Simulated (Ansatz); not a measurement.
ZnGaP, 3 atoms in the cell. It takes space group P-6m2 (No. 187, hexagonal). Conventional cell: a = 4.016 Å, b = 4.016 Å, c = 4.404 Å, α = 90.00°, β = 90.00°, γ = 120.00°. Zn (site symmetry -6m2) is surrounded by 3 P at 2.32 Å. Around Ga (site symmetry -6m2) lie 6 Zn at 3.20 Å and 6 P at 3.20 Å. P (site symmetry -6m2) is surrounded by 3 Zn at 2.32 Å. The cell was built by a generator and needn't be a form met in nature.

```yaml
Program: Ansatz 0.2.0
Task: single point
Functional: HSE06 form with a typed share of exact exchange
Potentials_or_basis: Ansatz PAW
Cutoff: "420 eV (not typed: the program's choice for these potentials)"
k_mesh: 4 × 4 × 3
Occupations: fermi-dirac, width 0.05 eV
Spin: no spin polarisation
Screening_1/Å: 0.2
Share_of_exact_exchange: 0.5
```

Hardware: 1 × NVIDIA H100 80GB HBM3 with 2 threads of AMD EPYC 7R13 Processor (Zen 3) (shared host).

Problem. Estimate the wall time of this run.

Solution. It took 15 s on 1 × NVIDIA H100 80GB HBM3 with 2 threads of AMD EPYC 7R13 Processor (Zen 3) (shared host), peak memory 2 GiB. Counts: scf iterations 24, plane waves 1215, k points 8, bands 19.
